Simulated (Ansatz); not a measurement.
## Sn2PdAu under changes of volume

One of the cells (21.381 Å³/atom); the others are scaled copies at fixed shape and fractional positions:

```
CELL_PARAMETERS angstrom
4.16302 0.00000 0.00000
-2.08151 3.60528 0.00000
0.00000 0.00000 5.69830
ATOMIC_POSITIONS crystal
Au 0.00000 0.00000 0.50000
Sn 0.66667 0.33333 0.76453
Sn 0.33333 0.66667 0.23547
Pd 0.00000 0.00000 0.00000
```

The cell comes from a database or a generator and needn't be the stable form of this composition.

| Item | Value |
| --- | --- |
| Program | Ansatz 0.2.0 |
| Functional | PBEsol |
| Potentials or basis | all-electron LAPW, scalar-relativistic |
| Cutoff | 267 eV (chosen from the basis error) |
| Basis error allowed | 0.001 eV/atom |
| k mesh | 7 × 7 × 5 |
| Occupations | fermi-dirac, width 0.05 eV |
| Spin | no spin polarisation |

```csv
volume (Å³/atom),energy over the lowest point (meV/atom),pressure (GPa),largest force (eV/Å)
20.098,10.96,4.6,0.018
20.526,2.19,2.0,0.005
20.954,0.00,-0.3,0.008
21.381,3.56,-2.3,0.020
21.809,12.16,-4.1,0.032
22.236,?,?,?
22.664,41.79,-6.9,0.056
```

Question: What does the run at 22.236 Å³/atom give?

Answer: Energy over the lowest point 25.11 meV/atom; pressure -5.6 GPa; largest force 0.044 eV/Å.

Worked out: A Birch-Murnaghan fit of order 3 (a polynomial in V^(-2/3)) to the other rows has its minimum at 20.89 Å³/atom with B0 = V·E''(V) = 107 GPa and B' = 5.7 at fixed shape and positions, which overstates the stiffness. It gives 25.06 meV/atom at 22.236 Å³/atom, against the run's 25.11, and -dE/dV = -5.6 GPa, against -5.6.

Energies are extrapolated to zero smearing.
